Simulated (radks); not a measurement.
# Ionisation of Pm: one atom, several choices of relativity

An exercise on one series of results from a longer session: the logs are not shown, and one member is left open.

Method: Kohn-Sham, BLYP, spin-unpolarised, spherical densities. Code: radks (a radial shooting solver on a logarithmic mesh, Libxc functionals) version 1.

2 further runs of the same task are left out: 1 that didn't finish, 1 set aside as unsound or not needed.

## The system

- element: promethium (Z = 61)
- charge: 0
- electrons: 61
- configuration: [Xe] 4f5 6s2
- ion: Pm⁺, [Xe] 4f5 6s1
- choices: non-relativistic; scalar-relativistic; Dirac, 2j+1 shares; Dirac, low j first; scalar-relativistic, finite nucleus; Dirac, 2j+1 shares, finite nucleus; Dirac, c × 0.85; Dirac, c × 1.25

Set-up of the first run:

Input:

```text
Z 61
configuration [Xe] 4f5 6s2 5d0 6p0
relativity non-relativistic
functional b88,lyp
spin unpolarised
nucleus point
```

Among the steps run: non-relativistic: Pm.

One table of the session follows, with a row left open; its other results are not shown here.

It belongs to the step «non-relativistic: Pm». From the orbitals of this run (lengths in bohr):

| level | <r> | outermost maximum (interpolated) | 90 % within | nodes |
| --- | --- | --- | --- | --- |
| 4p | 0.6430 | 0.590 | 0.935 | 2 |
| 4d | 0.6878 | 0.602 | 1.03 | 1 |
| 5s | 1.529 | 1.36 | 2.21 | 4 |
| 5p | ? | ? | ? | ? |
| 4f | 0.9885 | 0.622 | 1.72 | 0 |
| 6s | 4.593 | 3.89 | 6.79 | 5 |
| 5d | 3.117 | 2.16 | 5.14 | 2 |
| 6p | 6.255 | 5.11 | 9.47 | 4 |

Q: Estimate the row for 5p from the others.

As computed: <r>: 1.736; outermost maximum (interpolated): 1.50; 90 % within: 2.55; nodes: 3. In the column «<r>» it lies between 5s (1.529) and 5d (3.117).

Caveats from the session: Spin polarisation and multiplet splitting of open shells are left out at every level.
